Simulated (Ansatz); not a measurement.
**CH₄OSn: how energies converge with the basis set**

How large a basis does CH₄OSn need? Two functionals are run in growing sets.

Program: Ansatz 0.2.0, Gaussian basis. Level of theory: one geometry, several basis sets. These are calculated values, not measurements.

Plan: PBE0-D4/def2-SVP; ωB97M-V/def2-SVP; PBE0-D4/def2-QZVPP; ωB97M-V/def2-QZVPP; the functionals' def2-TZVPP values are taken from earlier runs.

### Step 1. Structure used throughout

All runs share one geometry, relaxed beforehand with PBE0-D4 in a triple-zeta def2 set. Sn takes the def2 core potential; no spin-orbit term is included.

7 atoms, charge 0, spin multiplicity 1.

Atoms are counted from 1 here; the program's logs count them from 0.

Bond lengths: C1–O2 1.301 Å, C1–Sn3 2.220 Å, C1–H4 1.098 Å, C1–H5 1.098 Å, O2–Sn3 2.212 Å, Sn3–H6 1.715 Å, Sn3–H7 1.715 Å. Angles: O2–C1–Sn3 72.6°, O2–C1–H4 119.8°, O2–C1–H5 119.8°, Sn3–C1–H4 110.0°, Sn3–C1–H5 110.0°, H4–C1–H5 115.0°, C1–O2–Sn3 73.3°, C1–Sn3–O2 34.1°, C1–Sn3–H6 113.6°, C1–Sn3–H7 113.6°, O2–Sn3–H6 95.2°, O2–Sn3–H7 95.2°, H6–Sn3–H7 108.1°.

Geometry (Å):

| atom | x (Å) | y (Å) | z (Å) |
| --- | --- | --- | --- |
| C1 | -0.80286 | -0.53923 | -0.58017 |
| O2 | -0.28337 | -1.07886 | 0.48306 |
| Sn3 | 0.73557 | 0.86272 | 0.19161 |
| H4 | -0.51347 | -0.90307 | -1.57435 |
| H5 | -1.79509 | -0.07321 | -0.52693 |
| H6 | 0.39923 | 1.45411 | 1.76583 |
| H7 | 2.32128 | 0.20965 | 0.19524 |

### Step 2. PBE0-D4 in def2-SVP

Input file in.yaml:

```yaml
crystal:
  periodic: [false, false, false]
  atoms:
    - {symbol: C, position_ang: [-0.802858, -0.539232, -0.580169]}
    - {symbol: O, position_ang: [-0.283372, -1.078862, 0.483060]}
    - {symbol: Sn, position_ang: [0.735567, 0.862722, 0.191614]}
    - {symbol: H, position_ang: [-0.513466, -0.903074, -1.574345]}
    - {symbol: H, position_ang: [-1.795087, -0.073211, -0.526933]}
    - {symbol: H, position_ang: [0.399232, 1.454107, 1.765834]}
    - {symbol: H, position_ang: [2.321283, 0.209651, 0.195240]}
basis:
  gaussian: {orbitals: def2-SVP}
hamiltonian: {xc: pbe0, dispersion: d4}
output: {orbitals: {seedname: orbitals}}
```

Started as:

```sh
$ ansatz run in.yaml --threads 2 --pin off --events-out ev --progress --plain --max-ram 4352MiB
```

Log:

```text
Functional definition: PBE0
  name "PBE0"
  cite "Adamo & Barone, J. Chem. Phys. 110, 6158 (1999) doi:10.1063/1.478522"
  cite "Perdew, Burke & Ernzerhof, Phys. Rev. Lett. 77, 3865 (1996) doi:10.1103/PhysRevLett.77.3865"
  parent pbe
  parameter a = 0.25
  parameter kappa = 0.804
  parameter beta = 0.06672455060314922
  exchange = (1 - a)*pbe_x(kappa = kappa, mu = beta*pi^2/3) + a*exact_x
  correlation = pbe_c(beta = beta)
824 factors; integrals over basis functions are off by at most 9.2e-4 eV
mean field evaluation 1: about -8964.4324 eV, gradient 5.5e1 eV
mean field evaluation 2: about -8863.4298 eV, gradient 1.7e2 eV
mean field evaluation 4: about -8972.0556 eV, gradient 1.6e1 eV
mean field evaluation 8: about -8972.6786 eV, gradient 1.4e0 eV
mean field evaluation 16: about -8972.6835 eV, gradient 5.2e-5 eV
mean field -8972.68346323 eV, -329.7400353706 hartree, gradient 1.3e-5 eV, S^2 0.000000; 0 other end points of the search recorded, 0 dependent functions left out
reference -8972.68348949 eV, -329.7400363353 hartree; 20, 20 occupied and 54, 54 virtual orbitals, 824 factors
Total energy: -8972.77960973 eV, -329.7435686892 hartree
```

It took 1.1 s on 2 threads of Arm Neoverse V1, shared host.

### Step 3. ωB97M-V in def2-SVP

in.yaml: that of step 2 with these lines changed.

```diff
@@ -12,3 +12,3 @@
   gaussian: {orbitals: def2-SVP}
-hamiltonian: {xc: pbe0, dispersion: d4}
+hamiltonian: {xc: {name: wB97M-V}}
 output: {orbitals: {seedname: orbitals}}
```

Same command.

Log, cut to the lines that bear on the results:

```text
Functional definition: wB97M-V
  name "wB97M-V"
  cite "Mardirossian & Head-Gordon, J. Chem. Phys. 144, 214110 (2016) doi:10.1063/1.4952647"
  cite "Becke, J. Chem. Phys. 107, 8554 (1997) doi:10.1063/1.475007"
  cite "Vydrov & Van Voorhis, J. Chem. Phys. 133, 244103 (2010) doi:10.1063/1.3521275"
  # Of w^i u^j: cxij and so on, Table III.
[...]
  gx(w, u) = 1 - cx + cx01*u + cx10*w
  gss(w, u) = css00 + css04*u^4 + css10*w + css20*w^2 + css43*w^4*u^3
  gos(w, u) = cos00 + cos10*w + (cos20 + cos21*u)*w^2 + (cos60 + cos61*u)*w^6
[...]
      + integral(e_c_pw_mod_opposite_spin*gos(b97_w_opposite, b97_u_opposite)) + vv10(b, c)
824 factors; integrals over basis functions are off by at most 9.2e-4 eV
215 factors; integrals over basis functions are off by at most 6.4e-6 eV
[...]
mean field -8973.16128157 eV, -329.7575948705 hartree, gradient 5.5e-5 eV, S^2 0.000000; 0 other end points of the search recorded, 0 dependent functions left out
reference -8973.16132354 eV, -329.7575964130 hartree; 20, 20 occupied and 54, 54 virtual orbitals, 824 factors
Total energy: -8973.16132354 eV, -329.7575964130 hartree
```

Run time: 5.5 s. Hardware: 2 threads of Arm Neoverse V1, shared host.

### Step 4. PBE0-D4 in def2-QZVPP

in.yaml: that of step 3 with these lines changed.

```diff
@@ -11,4 +11,4 @@
 basis:
-  gaussian: {orbitals: def2-SVP}
-hamiltonian: {xc: {name: wB97M-V}}
+  gaussian: {orbitals: "def2-QZVPP.json"}
+hamiltonian: {xc: pbe0, dispersion: d4}
 output: {orbitals: {seedname: orbitals}}
```

Same command.

Log:

```text
Functional definition: PBE0
  name "PBE0"
  cite "Adamo & Barone, J. Chem. Phys. 110, 6158 (1999) doi:10.1063/1.478522"
  cite "Perdew, Burke & Ernzerhof, Phys. Rev. Lett. 77, 3865 (1996) doi:10.1103/PhysRevLett.77.3865"
  parent pbe
  parameter a = 0.25
  parameter kappa = 0.804
  parameter beta = 0.06672455060314922
  exchange = (1 - a)*pbe_x(kappa = kappa, mu = beta*pi^2/3) + a*exact_x
  correlation = pbe_c(beta = beta)
1066 factors; their error is unknown
mean field evaluation 1: about -8965.1096 eV, gradient 7.0e1 eV
mean field evaluation 2: about -8825.2889 eV, gradient 2.1e2 eV
mean field evaluation 4: about -8976.0036 eV, gradient 2.3e1 eV
mean field evaluation 8: about -8976.9036 eV, gradient 1.2e-1 eV
mean field evaluation 16: about -8976.9710 eV, gradient 1.4e-4 eV
mean field -8976.97097761 eV, -329.8975986178 hartree, gradient 2.0e-5 eV, S^2 0.000000; 0 other end points of the search recorded, 0 dependent functions left out
reference -8976.97101752 eV, -329.8976000842 hartree; 20, 20 occupied and 296, 296 virtual orbitals, 1066 factors
Total energy: -8977.06713776 eV, -329.9011324380 hartree
```

It took 5.5 s on 2 threads of Arm Neoverse V1, shared host; peak memory 0.68 GiB.

### Step 5. ωB97M-V in def2-QZVPP

in.yaml: that of step 4 with these lines changed.

```diff
@@ -12,3 +12,3 @@
   gaussian: {orbitals: "def2-QZVPP.json"}
-hamiltonian: {xc: pbe0, dispersion: d4}
+hamiltonian: {xc: {name: wB97M-V}}
 output: {orbitals: {seedname: orbitals}}
```

Launched as before.

Log, cut to the lines that bear on the results:

```text
Functional definition: wB97M-V
  name "wB97M-V"
  cite "Mardirossian & Head-Gordon, J. Chem. Phys. 144, 214110 (2016) doi:10.1063/1.4952647"
  cite "Becke, J. Chem. Phys. 107, 8554 (1997) doi:10.1063/1.475007"
  cite "Vydrov & Van Voorhis, J. Chem. Phys. 133, 244103 (2010) doi:10.1063/1.3521275"
  # Of w^i u^j: cxij and so on, Table III.
[...]
  gx(w, u) = 1 - cx + cx01*u + cx10*w
  gss(w, u) = css00 + css04*u^4 + css10*w + css20*w^2 + css43*w^4*u^3
  gos(w, u) = cos00 + cos10*w + (cos20 + cos21*u)*w^2 + (cos60 + cos61*u)*w^6
[...]
      + integral(e_c_pw_mod_opposite_spin*gos(b97_w_opposite, b97_u_opposite)) + vv10(b, c)
1049 factors; their error is unknown
265 factors; integrals over basis functions are off by at most 1.0e-5 eV
[...]
mean field -8977.61838169 eV, -329.9213902788 hartree, gradient 8.9e-5 eV, S^2 0.000000; 0 other end points of the search recorded, 0 dependent functions left out
reference -8977.61844513 eV, -329.9213926101 hartree; 20, 20 occupied and 296, 296 virtual orbitals, 1049 factors
Total energy: -8977.61844513 eV, -329.9213926101 hartree
```

It took 15 s on 2 threads of Arm Neoverse V1, shared host; peak memory 1 GiB.

### Step 6. Functionals by basis

The def2-TZVPP values come from earlier runs at the same geometry.

| functional | basis | functions | energy (eV) | from the largest (eV) | HOMO (eV) | LUMO (eV) |
| --- | --- | --- | --- | --- | --- | --- |
| PBE0-D4 | def2-SVP | 74 | -8972.7796 | 4.288 | -6.48 | -2.04 |
| PBE0-D4 | def2-TZVPP | 168 | -8976.8267 | 0.240 | -6.56 | -2.17 |
| PBE0-D4 | def2-QZVPP | 316 | -8977.0671 | 0.000 | -6.58 | -2.20 |
| ωB97M-V | def2-SVP | 74 | -8973.1613 | 4.457 | -8.38 | -0.14 |
| ωB97M-V | def2-TZVPP | 168 | -8977.3795 | 0.239 | -8.49 | -0.35 |
| ωB97M-V | def2-QZVPP | 316 | -8977.6184 | 0.000 | -8.51 | -0.42 |

### Step 7. Results

| quantity | value |
| --- | --- |
| PBE0-D4: double and triple zeta above quadruple | 4.29, 0.24 eV |
| ωB97M-V: double and triple zeta above quadruple | 4.46, 0.24 eV |

PBE0-D4 gains 4.05 eV from double to triple zeta, then 0.24 eV more. Total energies overstate the basis error of differences, where much of it tends to cancel.

For PBE0-D4 the largest set took about 5 times as long as the smallest (5.5 s against 1.1 s).
